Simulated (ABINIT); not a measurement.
The system is NbW.

```
W Nb
1.0
     1.61743   -2.27363    0.00000
     1.61743    2.27363    0.00000
     0.00000    0.00000    4.59849
W Nb
1 1
Cartesian
  1.6174 0.0000 2.2992
  0.0000 0.0000 0.0000
```

The cell comes from a database or a generator and needn't be the stable form of this composition.

```yaml
Program: ABINIT 10.8.3 (patched build)
Task: relaxation of cell and atoms
Functional: PBEsol
Potentials_or_basis: JTH PAW PBE v2.0
Cutoff: 435 eV
k_mesh: 10 × 10 × 6
Occupations: fermi-dirac, width 0.05 eV
Spin: no spin polarisation
```

At the start: pressure -6.5 GPa; volume 16.91 Å³/atom.

Where does the relaxation end?

Over 8 steps the energy falls by 9.5 meV/atom and the volume is 16.45 Å³/atom (-2.7 %); space group Cmmm (No. 65, to 0.05 Å).

Step by step:
| step | energy change (eV) | largest force (eV/Å) | pressure (GPa) | volume (Å³) |
| --- | --- | --- | --- | --- |
| 1 | 0.0000 | 0.0000 | -6.48 | 33.82 |
| 2 | -0.0175 | 0.0000 | -1.86 | 33.16 |
| 3 | -0.0190 | 0.0000 | 0.07 | 32.90 |
| 4 | -0.0190 | 0.0000 | 0.01 | 32.90 |
| 5 | -0.0190 | 0.0000 | -0.03 | 32.91 |
| 6 | -0.0190 | 0.0000 | -0.01 | 32.90 |
| 7 | -0.0190 | 0.0000 | 0.01 | 32.90 |
| 8 | -0.0190 | 0.0000 | 0.01 | 32.90 |

Final structure:
```cif
data_structure
_symmetry_space_group_name_H-M 'P 1'
_symmetry_Int_Tables_number 1
_cell_length_a 2.7669
_cell_length_b 2.7669
_cell_length_c 4.5544
_cell_angle_alpha 90.000
_cell_angle_beta 90.000
_cell_angle_gamma 109.322
_cell_volume 32.90
loop_
_atom_site_label
_atom_site_type_symbol
_atom_site_fract_x
_atom_site_fract_y
_atom_site_fract_z
_atom_site_occupancy
W1 W 0.50000 0.50000 0.50000 1
Nb1 Nb 0.00000 0.00000 0.00000 1
```

Caveat: the PAW data sets were made with another functional, which shifts forces and pressure a little.
